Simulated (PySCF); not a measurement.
# BSe2: doublet, from a end-on start

The task is one start of a wider search on BSe2: the doublet, from a end-on start. It is relaxed, tested by its Hessian and followed downhill if it is a saddle.

Method: PBE0, basis B def2-SVP, Se def2-SVP, no relativity, density fitting; program: PySCF 2.14.0.

## (1) Where the work starts

3 atoms, charge 0, spin multiplicity 2.

Bond lengths: B1–Se2 2.070 Å, Se2–Se3 2.348 Å. Angles: B1–Se2–Se3 119.9°.

```xyz
3
charge 0 multiplicity 2
B     0.0000    0.0000    0.0000
Se    0.0000    0.0000    2.0703
Se    2.0358    0.0000    3.2403
```

## (2) The SCF at the typed geometry

One driver script runs all steps and calls PySCF; scf.py shows how it sets up the SCF of each step. The optimiser is the driver's own. After this first run the driver tries any further starts and a stability analysis.

File scf.py:

```python
from pyscf import gto, scf, dft
mol = gto.M(atom='''
B      0.000000     0.000000     0.000000
Se     0.000000     0.000000     2.070300
Se     2.035800     0.000000     3.240300''',
    basis={'B': 'def2-SVP', 'Se': 'def2-SVP'},
    charge=0, spin=1)
mf = dft.UKS(mol, xc='PBE0')
mf.grids.atom_grid = (50, 194)
aux = {'B': 'def2-universal-JKFIT', 'Se': 'def2-universal-JKFIT'}
mf = mf.density_fit(auxbasis=aux)
mf.conv_tol = 1e-08
mf.diis_space = 10
mf.max_cycle = 60
mf.init_guess = 'minao'
mf.verbose = 4
mf.kernel()
```

Launch:

```bash
OMP_NUM_THREADS=2 python axn.py task.json out
```

Further steps of the session: End-on start, doublet: relaxation; Is it a minimum? Harmonic modes.

Before running it: what results should come out? Wanted: minimum; geometry; wavenumbers; dipole moment; highest occupied, lowest empty level; polar-tensor charge of B1; zero-point energy; atomisation energy; ⟨S²⟩.

**Answer**, as computed:

```
                                          quantity                                                                value
                                           minimum                                                         doublet, C2v
                                          geometry  B–Se 2.149 Å (×2), Se–Se 2.253 Å; B–Se–Se 58.4° (×2), Se–B–Se 63.2°
                                wavenumbers (cm⁻¹)                                         245 (b2), 357 (a1), 521 (a1)
                                     dipole moment                                                               2.38 D
highest occupied, lowest empty level (either spin)                                                      -6.22, -4.59 eV
                         polar-tensor charge of B1                                                              +0.29 e
                                 zero-point energy                                                           6.7 kJ/mol
                               entropy at 298.15 K                                                      295.7 J/(mol K)
         atomisation energy (no zero-point energy)                                                           652 kJ/mol
                                              ⟨S²⟩                                                                0.758
```

In words: The end-on start (Cs) ends in a minimum of C2v symmetry. The strongest infrared band lies at 521 cm⁻¹ (a1). The first SCF alone would have been 12 kJ/mol too high. Other starts or spin states, not run here, may lie lower.
